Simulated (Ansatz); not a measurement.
# TaBe2P3: the cost of one run

Method: DFT PBE, scalar-relativistic, plane waves, PAW, in Ansatz 0.2.0.

1 further run of the same task is left out (it didn't finish).

## Step 1: The system as given

It takes space group P-3m1 (No. 164, trigonal). The conventional cell has a = 3.279 Å, b = 3.279 Å, c = 8.036 Å, α = 90.00°, β = 90.00°, γ = 120.00°. Ta (site symmetry -3m) has 6 P at 2.61 Å as nearest neighbours. Be (site symmetry 3m) is surrounded by 6 P at 2.19 Å. Around P (site symmetry 3m) lie 3 Be at 2.19 Å and 3 Ta at 2.61 Å. Around P (site symmetry -3m) lie 6 Be at 2.19 Å.

Coordinates:

```xyz
6
Lattice="3.2787 0.0000 0.0000 -1.6393 2.8394 0.0000 0.0000 0.0000 8.0365" Properties=species:S:1:pos:R:3 pbc="T T T"
Ta    0.0000    0.0000    4.0182
Be    0.0000    1.8930    6.9272
Be    1.6393    0.9465    1.1093
P     1.6393    0.9465    5.8179
P     0.0000    0.0000    0.0000
P     0.0000    1.8930    2.2185
```

Recipe of the guess: close-packed anion layers stacked ABC|A, with sites between them filled layer by layer (P-3m1, No. 164). The dimensions are guesses.

## Step 2: The guess as it stands, on a coarse mesh

input.yaml

```yaml
crystal:
  lattice:
    - [3.27869257, 0.0, 0.0]
    - [-1.63934628, 2.83943105, 0.0]
    - [0.0, 0.0, 8.0364542]
  atoms:
    - { symbol: Ta, position: [0.0, 0.0, 0.5] }
    - { symbol: Be, position: [0.33333333, 0.66666667, 0.86197102] }
    - { symbol: Be, position: [0.66666667, 0.33333333, 0.13802898] }
    - { symbol: P, position: [0.66666667, 0.33333333, 0.72394204] }
    - { symbol: P, position: [0.0, 0.0, 0.0] }
    - { symbol: P, position: [0.33333333, 0.66666667, 0.27605796] }
basis:
  ecutwfc: 420
kpoints:
  mp_grid: { grid: [6, 6, 2] }
hamiltonian:
  xc: pbe
scf:
  occupations: { method: gaussian, width: 0.1 }
  lower_state_search: "off"
output:
  forces: true
  stress: true
  eigenvalues: true
```

Run with:

```bash
$ ansatz run input.yaml --threads 1 --pin off --max-ram 2048MiB --backend cpu --events-out ev --progress --plain --runs-dir out
```

**Question.** How long does this run take on 1 thread of Arm Neoverse V1, shared host, and how much memory does it need?

About 1.7 s, with a peak of 0.32 GiB.
